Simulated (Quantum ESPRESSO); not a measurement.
Si2Te in Quantum ESPRESSO: the effect of functional

Si2Te:

```
CELL_PARAMETERS angstrom
4.17046 0.00000 0.00000
-2.08523 3.61173 0.00000
0.00000 0.00000 4.26325
ATOMIC_POSITIONS crystal
Si 0.33333 0.66667 0.50000
Si 0.66667 0.33333 0.50000
Te 0.00000 0.00000 0.00000
```

The cell was built by a generator and needn't be a form met in nature.

Alike in all runs:

* Program: Quantum ESPRESSO 7.5
* Task: phonon dispersion
* Cutoff: 612 eV
* Density cutoff: 4898 eV
* k mesh: 4 × 4 × 4, shifted
* Occupations: fermi-dirac, width 0.05 eV
* Spin: no spin polarisation

Each run relaxes the cell or the atoms first.

One run gave: relaxed volume 21.29 Å³/atom; highest phonon frequency 380 cm⁻¹. Which functional did it use?
A. LDA
B. PBE
C. PBEsol

B.

| functional | potentials or basis | relaxed volume (Å³/atom) | highest phonon frequency (cm⁻¹) |
| --- | --- | --- | --- |
| LDA | GBRV 1.5 LDA | 20.23 | 397 |
| PBE | GBRV 1.5 PBE | 21.29 | 380 |
| PBEsol | GBRV 1.5 PBEsol | 20.46 | 396 |

Caveats: all runs use coarse meshes; the mesh is thin for the phonons of a metal; some modes are imaginary; the layers were relaxed without a dispersion term, so their spacing and the soft interlayer modes are unreliable.
